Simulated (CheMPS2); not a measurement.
# A workflow on CaF (SMILES [F][Ca])

Wanted: a series of 12 runs (DMRG/STO-3G) of CaF. The setting varied is the bond dimension. 

Program for the calculation: CheMPS2 1.8.12.

2 further runs of the same task are left out: 2 set aside as unsound or not needed.

### 1 The system as given

CaF: 2 atoms, total charge 0, spin state doublet. As SMILES, `[F][Ca]`. The shape is that of a PBE0-D4/def2-TZVP optimisation.

Bond lengths: F1–Ca2 1.950 Å.

### 2 A single-point energy at DMRG/STO-3G (ground state) (run 2)

The input, integrals.py:

```python
from pyscf import ao2mo, gto, mcscf, scf
from pyscf.tools import fcidump

geom = """
F      0.000000     0.000000    -0.048360
Ca     0.000000     0.000000     1.901310
"""
mol = gto.M(
    atom=geom,
    basis="sto-3g",
    charge=0,
    spin=1,
    verbose=3,
)
print("basis functions         : %d" % (mol.nao))
mf = scf.ROHF(mol)
mf.conv_tol = 1e-10
mf.max_cycle = 200
mf.kernel()
if not mf.converged:
    mf = mf.newton().run(mf.mo_coeff, mf.mo_occ)
print(f"E(HF)                   : {mf.e_tot:.10f}")
cas = mcscf.CASCI(mf, 12, 17)
h1, ecore = cas.get_h1eff()
fcidump.from_integrals("FCIDUMP", h1, cas.get_h2eff(), 12, 17, nuc=ecore, ms=1)
```

The input, dmrg.input:

```
FCIDUMP = FCIDUMP
GROUP = 0
MULTIPLICITY = 2
NELECTRONS = 17
IRREP = 0
EXCITATION = 0
SWEEP_STATES = 5, 10, 10
SWEEP_ENERGY_CONV = 1e-05, 1e-05, 1e-07
SWEEP_MAX_SWEEPS = 3, 4, 6
SWEEP_NOISE_PREFAC = 0.05, 0.005, 0.0
SWEEP_DVDSON_RTOL = 1e-04, 1e-04, 1e-05
NOCC = 0
NACT = 12
NVIR = 0
MOLCAS_FIEDLER = TRUE
PRINT_CORR = TRUE
TMP_FOLDER = .
```

On the command line:

```console
$ python integrals.py && chemps2 --file=dmrg.input
```

Output:

```text
$ python integrals.py
basis functions         : 18
converged SCF energy = -767.922824366859
E(HF)                   : -767.9228243669

$ chemps2 --file=dmrg.input

Running chemps2 version 1.8.12 () with the following options:

[... 55 lines left out ...]
***     Minimum energy           = -767.935555390324
[... 55 lines left out ...]
***     Minimum energy           = -767.942021398337
[... 37 lines left out ...]
***     Maximum discarded weight = 0.000909930424958626
[... 43 lines left out ...]
***     Minimum energy           = -767.967810255885
[... 36 lines left out ...]
***     Minimum energy           = -767.967812383298
[... 38 lines left out ...]
***     Maximum discarded weight during the last sweep     = 0.000828215218076162
[... 103 lines left out ...]
    0           0.000013    0.000046    0.000018    0.000011    0.000009    0.000005    0.000005
    0.000013    0           0.000018    0.000015    0.000499    0.001709    0.000080    0.000124
    0.000046    0.000018    0           0.000019    0.000043    0.000052    0.000035    0.000033
[... 8 lines of this table left out ...]
    0.000011    0.001217    0.000048    0.000039    0.001270    0.077014    0.004669    0.005277

   Columns 9 to 12

    0.000007    0.000017    0.000002    0.000011
    0.000314    0.000126    0.000066    0.001217
    0.000017    0.000076    0.000016    0.000048
[... 8 lines of this table left out ...]
    0.100323    0.004087    0.003419    0

--------------------------------------------------------
```

It took 6 s on 1 thread of Arm Neoverse V1, shared host; peak memory 0.1 GiB.

### 3 A single-point energy at DMRG/STO-3G (ground state) (run 3)

The input, integrals.py:

```python
from pyscf import ao2mo, gto, mcscf, scf
from pyscf.tools import fcidump

mol = gto.M(atom="""
F      0.000000     0.000000    -0.048360
Ca     0.000000     0.000000     1.901310
""", basis="sto-3g", spin=1, verbose=3, max_memory=2000)
print("basis functions = %d" % (mol.nao))
mf = scf.ROHF(mol)
mf.conv_tol = 1e-10
mf.max_cycle = 200
mf.kernel()
if not mf.converged:
    mf = mf.newton().run(mf.mo_coeff, mf.mo_occ)
print(f"SCF energy = {mf.e_tot:.10f}")
# write the integrals of the correlated orbitals
cas = mcscf.CASCI(mf, 12, 17)
h1, ecore = cas.get_h1eff()
fcidump.from_integrals("FCIDUMP", h1, cas.get_h2eff(), 12, 17, nuc=ecore, ms=1)
```

dmrg.input, as its differences from that of step 2:

```diff
@@ -6,3 +6,3 @@
 EXCITATION = 0
-SWEEP_STATES = 5, 10, 10
+SWEEP_STATES = 10, 20, 20
 SWEEP_ENERGY_CONV = 1e-05, 1e-05, 1e-07
```

On the command line:

```console
$ python integrals.py && chemps2 --file=dmrg.input
```

Output:

```text
$ python integrals.py
basis functions = 18
converged SCF energy = -767.922824366859
SCF energy = -767.9228243669

$ chemps2 --file=dmrg.input

Running chemps2 version 1.8.12 () with the following options:

[... 111 lines left out ...]
***     Minimum energy           = -767.968426231832
[... 44 lines left out ...]
***     Minimum energy           = -767.977404353916
[... 43 lines left out ...]
***     Minimum energy           = -767.978427080013
[... 38 lines left out ...]
***     Maximum discarded weight = 0.00214706360651594
[... 44 lines left out ...]
***     Maximum discarded weight during the last sweep     = 0.00212358512194623
[... 103 lines left out ...]
    0           0.000016    0.000067    0.000042    0.000014    0.000008    0.000009    0.000008
    0.000016    0           0.000045    0.000061    0.000519    0.001384    0.000176    0.000123
    0.000067    0.000045    0           0.000399    0.000097    0.000031    0.000035    0.000102
[... 8 lines of this table left out ...]
    0.000028    0.001844    0.000064    0.000085    0.001900    0.059219    0.006013    0.005850

   Columns 9 to 12

    0.000011    0.000040    0.000025    0.000028
    0.000291    0.000108    0.000178    0.001844
    0.000036    0.001099    0.000110    0.000064
[... 8 lines of this table left out ...]
    0.065894    0.005485    0.005726    0

--------------------------------------------------------
```

Wall time 8.4 s (1 thread of Arm Neoverse V1, shared host); peak memory 0.1 GiB.

No converged result was reached.

Runs 4 to 13 aren't shown in full; the table further down has their settings and results.

### 4 The singlet cation: a single-point energy at DMRG/STO-3G (ground state) (run 14)

The input, prepare.py:

```python
from pyscf import ao2mo, gto, mcscf, scf
from pyscf.tools import fcidump

mol = gto.M(atom=[
    ("F", (0.000000, -0.000000, -0.048360)),
    ("Ca", (-0.000000, 0.000000, 1.901310)),
], basis="sto-3g", charge=1, verbose=4, max_memory=2000)
print("nao                            = %d" % (mol.nao))
mf = scf.RHF(mol)
mf.conv_tol = 1e-10
mf.max_cycle = 200
mf.kernel()
if not mf.converged:
    mf = mf.newton().run(mf.mo_coeff, mf.mo_occ)
print(f"E(HF)                          = {mf.e_tot:.10f}")
# FCIDUMP for the DMRG program
cas = mcscf.CASCI(mf, 12, 16)
h1, ecore = cas.get_h1eff()
fcidump.from_integrals("FCIDUMP", h1, cas.get_h2eff(), 12, 16, nuc=ecore, ms=0)
```

The input, chemps2.input:

```
FCIDUMP = FCIDUMP
GROUP = 0
MULTIPLICITY = 1
NELECTRONS = 16
IRREP = 0
EXCITATION = 0
SWEEP_STATES = 50, 100, 100
SWEEP_ENERGY_CONV = 1e-04, 1e-04, 1e-06
SWEEP_MAX_SWEEPS = 3, 4, 6
SWEEP_NOISE_PREFAC = 0.05, 0.005, 0.0
SWEEP_DVDSON_RTOL = 1e-04, 1e-04, 1e-05
NOCC = 0
NACT = 12
NVIR = 0
MOLCAS_FIEDLER = TRUE
PRINT_CORR = TRUE
TMP_FOLDER = .
```

On the command line:

```console
$ python prepare.py && chemps2 --file=chemps2.input
```

Output:

```text
$ python prepare.py

[... 149 lines left out ...]
***     Minimum energy           = -767.831880634337
[... 23 lines left out ...]
***     Maximum discarded weight = 4.17226921370901e-05
[... 28 lines left out ...]
***     Maximum discarded weight = 1.04213496216012e-06
[... 29 lines left out ...]
***     Maximum discarded weight = 3.74309328084396e-06
[... 29 lines left out ...]
***     Maximum discarded weight during the last sweep     = 3.83764986364428e-06
[... 103 lines left out ...]
    0           0.000100    0.000160    0.000160    0.000042    0.000004    0.000003    0.000030
    0.000100    0           0.000348    0.000348    0.000503    0.000065    0.000065    0.001081
    0.000160    0.000348    0           0.000706    0.000150    0.000023    0.000019    0.000023
[... 8 lines of this table left out ...]
    0.000045    0.002272    0.000138    0.000138    0.006168    0.004393    0.004389    0.051723

   Columns 9 to 12

    0.000217    0.000073    0.000074    0.000045
    0.000546    0.000188    0.000188    0.002272
    0.000106    0.000295    0.001820    0.000138
[... 8 lines of this table left out ...]
    0.048201    0.004232    0.004235    0

--------------------------------------------------------
```

Wall time 13 s (1 thread of Arm Neoverse V1, shared host); peak memory 0.1 GiB.

### 5 The series

```tsv
run	bond dimension	bond dims	partner	energy (Eh)	wall time
2	10	(5, 10)	base	-767.967813	6 s
3	20	(10, 20)	base	not converged	8.4 s
4	35	(17, 35)	base	-767.987525	8.2 s
5	50	(25, 50)	base	-767.988853	13 s
6	75	(37, 75)	base	not converged	18 s
7	100	(50, 100)	base	-767.989195	22 s
9	10	(5, 10)	cation	-767.822371	3.4 s
10	20	(10, 20)	cation	-767.835875	5.2 s
11	35	(17, 35)	cation	-767.839645	6.7 s
12	50	(25, 50)	cation	-767.839935	7.3 s
13	75	(37, 75)	cation	-767.840146	12 s
14	100	(50, 100)	cation	-767.840230	13 s
```

Convergence of the total energy of doublet CaF with the bond dimension, against the last point:

```tsv
bond dimension	from the last (mEh)	wall time
10	+21.382	6 s
35	+1.669	8.2 s
50	+0.341	13 s
100	+0.000	22 s
```

Convergence of the vertical ionisation energy (to the singlet cation) of doublet CaF with the bond dimension, against the last point:

```tsv
bond dimension	from the last (eV)	wall time
10	-0.0959	9.5 s
35	-0.0295	15 s
50	-0.0013	20 s
100	+0.0000	35 s
```

### 6 Summary of results

| quantity | value |
| --- | --- |
| singlet cation, run 14: total energy | -767.84023 Eh |
| vertical ionisation energy (to the singlet cation) (run 2, bond dimension 10) | 3.958 eV |
| vertical ionisation energy (to the singlet cation) (run 4, bond dimension 35) | 4.024 eV |
| vertical ionisation energy (to the singlet cation) (run 5, bond dimension 50) | 4.052 eV |
| vertical ionisation energy (to the singlet cation) (run 7, bond dimension 100) | 4.054 eV |

In words: For the total energy of doublet CaF to stay within 10 mEh of the last point, 35 is the first point of the series from which all later ones do (8.2 s against 22 s). For the total energy of doublet CaF to stay within 2 mEh of the last point, 35 is the first point of the series from which all later ones do (8.2 s against 22 s). For the vertical ionisation energy (to the singlet cation) of doublet CaF to stay within 0.05 eV of the last point, 35 is the first point of the series from which all later ones do (15 s against 35 s). For the vertical ionisation energy (to the singlet cation) of doublet CaF to stay within 0.01 eV of the last point, 50 is the first point of the series from which all later ones do (20 s against 35 s). In runs 2, 4, 5, 7, 9, 10, 11, 12 and more the basis is minimal, so the values are rough. All runs together took 2.1 min, the longest 22 s. 2 of the 12 runs did not end normally.
